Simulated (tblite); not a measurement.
# AsF3H2S: the cost of one run

Programs: tblite 0.8.0 and PySCF 2.14.0. All values are calculated, for the isolated system unless a continuum is named. Atoms count from 0, parts from 1.

## (1) Starting point

7 atoms, charge 0, multiplicity 1; geometry: rigid parts in contact. Parts: 1 = atoms 0–3, `F[As](F)F`, charge 0; 2 = atoms 4–6, `S`, charge 0.

## (2) Search for minima with GFN2-xTB

Job settings and geometry (Å):

```
{"job": {"kind": "dock", "xc": "GFN2-xTB", "basis": "xTB"}, "charge": 0, "multiplicity": 1, "parts": [{"atoms": "0-3", "charge": 0, "multiplicity": 1}, {"atoms": "4-6", "charge": 0, "multiplicity": 1}]}
F     -0.787128    -1.208341    -0.215766
As     0.009681     0.005301     0.706842
F      1.433400    -0.077669    -0.254825
F     -0.655953     1.280709    -0.236251
S      1.023349     2.192603     2.214181
H      0.233074     3.183490     1.822529
H      1.561308     2.928827     3.178303
```

Level: GFN2-xTB search for minima from random contacts, gas phase.

On the command line:

```sh
$ OMP_NUM_THREADS=1 python cluster_run.py task.json out
```

This one command runs all jobs of the session in turn.

**Question.** How long does this first job take on 1 thread of AMD EPYC 9R45, shared host?

About 1.5 s.
